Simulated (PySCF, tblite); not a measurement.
**C4H11NO2Si3: geometry, infrared bands and NMR shifts**

What infrared bands and NMR shifts should C4H11NO2Si3 (`O=C(C#CCN([SiH3])[SiH3])[SiH2]O`) show?

Programs: tblite 0.8.0 and PySCF 2.14.0, with density-fitted response routines of our own. Each step states its level of theory. These are calculated values for one molecule in the gas phase, unless marked as measured. Atoms count from 0, in the outputs and in this text.

## 1. The molecule as given

21 atoms, charge 0, multiplicity 1; geometry from: force field or distance geometry start.

Bonds of the start (Å): O0–C1 1.24, C1–C2 1.42, C2–C3 1.22, C3–C4 1.46, C4–N5 1.47, N5–Si6 1.71, N5–Si7 1.70, C1–Si8 1.87, Si8–O9 1.67, C4–H10 1.10, C4–H11 1.10, Si6–H12 1.48, Si6–H13 1.48, Si6–H14 1.49, Si7–H15 1.48, Si7–H16 1.49, Si7–H17 1.49, Si8–H18 1.49, Si8–H19 1.49, O9–H20 0.97.

## 2. Optimising the geometry with GFN2-xTB

Job settings and geometry (Å):

```
{"job": {"kind": "relax", "xc": "GFN2-xTB", "basis": "xTB"}, "charge": 0, "multiplicity": 1}
O      2.871700    -1.794800     1.756500
C      2.102500    -0.903800     1.363700
C      1.103200    -1.148400     0.384300
C      0.244000    -1.327600    -0.456700
C     -0.801800    -1.554300    -1.455700
N     -1.580100    -0.345800    -1.757400
Si    -0.977800     0.952600    -2.692000
Si    -2.757000     0.288000    -0.703100
Si     2.273300     0.810000     2.098200
O      3.477500     0.950600     3.241200
H     -1.470600    -2.360600    -1.129800
H     -0.341400    -1.940100    -2.380700
H     -2.083600     1.675000    -3.358400
H     -0.083800     0.368200    -3.721200
H     -0.184700     1.859400    -1.820100
H     -2.113900     1.131600     0.332100
H     -3.799100     1.034200    -1.454200
H     -3.406700    -0.874800    -0.036400
H      2.546000     1.821800     1.043800
H      1.009000     1.244900     2.756300
H      3.964500     0.130800     3.401000
```

Started as:

```bash
OMP_NUM_THREADS=1 python probes_run.py task.json out
```

This one command runs all jobs of the session in turn.

**Question.** This job is followed by: GFN2-xTB harmonic vibrations, gas phase; GIAO PBE0/pcSseg-1 NMR shielding, non-relativistic, gas phase. What will the session give for the following? strongest single infrared mode (GFN2-xTB); zero-point energy (GFN2-xTB); 13C shifts against TMS (PBE0/pcSseg-1); 1H shifts against TMS (PBE0/pcSseg-1, means over atoms taken as alike); 17O shifts against H2O (PBE0/pcSseg-1); 15N shifts against NH3 (PBE0/pcSseg-1); 29Si shifts against TMS (PBE0/pcSseg-1, means over atoms taken as alike).

**Answer**, as computed:

```
                                                                quantity                         value
                               strongest single infrared mode (GFN2-xTB)         2211 cm⁻¹, 749 km/mol
                                            zero-point energy (GFN2-xTB)                 81.2 kcal/mol
                                  13C shifts against TMS (PBE0/pcSseg-1)  230.4, 119.3, 89.6, 43.2 ppm
  1H shifts against TMS (PBE0/pcSseg-1, means over atoms taken as alike)    5.02, 4.75, 4.12, 2.46 ppm
                                  17O shifts against H2O (PBE0/pcSseg-1)               864.4, -2.2 ppm
                                  15N shifts against NH3 (PBE0/pcSseg-1)                      14.8 ppm
29Si shifts against TMS (PBE0/pcSseg-1, means over atoms taken as alike)              -43.9, -44.1 ppm
```

**Reading.** Over 99 steps the energy fell by 0.476 eV; of the close pairs, C1–Si8 changed most, 1.872 to 1.931 Å. All 57 modes are real, so the xTB geometry is a minimum. The strongest single mode, at 2211 cm⁻¹, is carried by H14, H15, H17, H13. Unscaled tight-binding wavenumbers are off by several per cent, some by more. Its intensities can rank the bands wrongly. At PBE0/pcSseg-1: The widest tensor belongs to O0: span 1938 ppm, with a paramagnetic part of -925 ppm.
